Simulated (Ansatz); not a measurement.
# FH8NSi3: up Jacob's ladder to CCSD(T)

Aim: compute FH8NSi3 with functionals from several rungs and with coupled cluster, and see how far each lands from CCSD(T) at the basis-set limit for the atomisation energy.

The runs use Ansatz 0.2.0, Gaussian basis; functionals in def2-TZVPP, the program's frozen cores in correlated methods.

Levels to be run: PBE-D4, r2SCAN-D4, PBE0-D4, B3LYP-D4, ωB97X-V, ωB97M-V, B2PLYP; CCSD(T)/def2-TZVPP; MP2/def2-QZVPP; extrapolation to the limit.

## Step 1: Structure used throughout

All runs share one geometry, relaxed beforehand with PBE0-D4 in a triple-zeta def2 set.

SMILES `F[SiH2]N[SiH2][SiH3]`, 13 atoms, charge 0, spin multiplicity 1.

Atoms are counted from 1 here; the program's logs count them from 0.

Bond lengths: F1–Si2 1.602 Å, Si2–N3 1.706 Å, Si2–H6 1.480 Å, Si2–H7 1.478 Å, N3–Si4 1.740 Å, N3–H8 1.011 Å, Si4–Si5 2.344 Å, Si4–H9 1.487 Å, Si4–H10 1.491 Å, Si5–H11 1.487 Å, Si5–H12 1.490 Å, Si5–H13 1.489 Å. Angles: F1–Si2–N3 112.5°, F1–Si2–H6 106.1°, F1–Si2–H7 106.4°, N3–Si2–H6 109.2°, N3–Si2–H7 108.9°, H6–Si2–H7 113.8°, Si2–N3–Si4 127.7°, Si2–N3–H8 115.7°, Si4–N3–H8 116.0°, N3–Si4–Si5 111.8°, N3–Si4–H9 106.1°, N3–Si4–H10 110.7°, Si5–Si4–H9 110.5°, Si5–Si4–H10 109.1°, H9–Si4–H10 108.5°, Si4–Si5–H11 110.6°, Si4–Si5–H12 109.6°, Si4–Si5–H13 110.7° and more.

## Step 2: PBE-D4 (GGA)

in.yaml

```yaml
crystal:
  periodic: [false, false, false]
  atoms:
    - {symbol: F, position_ang: [-2.466806, 1.527624, 0.372801]}
    - {symbol: Si, position_ang: [-1.042157, 1.829695, 1.039972]}
    - {symbol: N, position_ang: [-0.004344, 0.475941, 1.002404]}
    - {symbol: Si, position_ang: [1.036279, -0.032181, -0.295754]}
    - {symbol: Si, position_ang: [0.345791, -2.074935, -1.213760]}
    - {symbol: H, position_ang: [-1.317306, 2.194422, 2.448164]}
    - {symbol: H, position_ang: [-0.434919, 2.921182, 0.249495]}
    - {symbol: H, position_ang: [-0.100613, -0.172221, 1.772333]}
    - {symbol: H, position_ang: [0.976662, 1.045077, -1.318951]}
    - {symbol: H, position_ang: [2.444690, -0.160056, 0.176001]}
    - {symbol: H, position_ang: [-0.999768, -1.941824, -1.833187]}
    - {symbol: H, position_ang: [0.270217, -3.105193, -0.139875]}
    - {symbol: H, position_ang: [1.312574, -2.542430, -2.244743]}
basis:
  gaussian: {orbitals: def2-TZVPP}
hamiltonian: {xc: pbe, dispersion: d4}
output: {forces: true, orbitals: {seedname: orbitals}}
```

Launch:

```
> ansatz run in.yaml --threads 4 --pin off --events-out ev --progress --plain --max-ram 10444MiB
```

Further steps of the session: r2SCAN-D4 (meta-GGA); PBE0-D4 (hybrid); B3LYP-D4 (hybrid); ωB97X-V (range-separated); ωB97M-V (range-separated); B2PLYP (double hybrid); CCSD(T) in def2-TZVPP; MP2 in def2-QZVPP.

**Question.** What will the summary of the whole plan be? Wanted: atomisation energy, CCSD(T)/CBS; farthest; mean size of error, hybrid; mean size of error, range-separated; gap, smallest and largest; T1 diagnostic; triples share of the correlation energy.

**Answer**, as computed:

```
                               quantity                                 value
        atomisation energy, CCSD(T)/CBS                         4259.5 kJ/mol
 functionals within 21.3 kJ/mol (0.5 %)                     B3LYP-D4, ωB97M-V
                               farthest                PBE0-D4 (-76.2 kJ/mol)
             mean size of error, hybrid                           45.7 kJ/mol
    mean size of error, range-separated                           15.3 kJ/mol
              gap, smallest and largest  5.20 eV (PBE-D4), 11.54 eV (ωB97X-V)
                          T1 diagnostic                                0.0122
triples share of the correlation energy                                 3.2 %
```

In words: PBE-D4 misses by -42.2 kJ/mol. Double hybrids carry the basis error of their MP2 part in triple zeta, and no dispersion term here, so their miss is partly the set-up's. Misses under about 21.3 kJ/mol are within the doubt on the reference itself, which lacks core-valence correlation, relativity and higher excitations. Hartree-Fock recovers 74 % of the binding; the rest is correlation. Orbital gaps span 5.2 to 11.5 eV; exact exchange widens them.
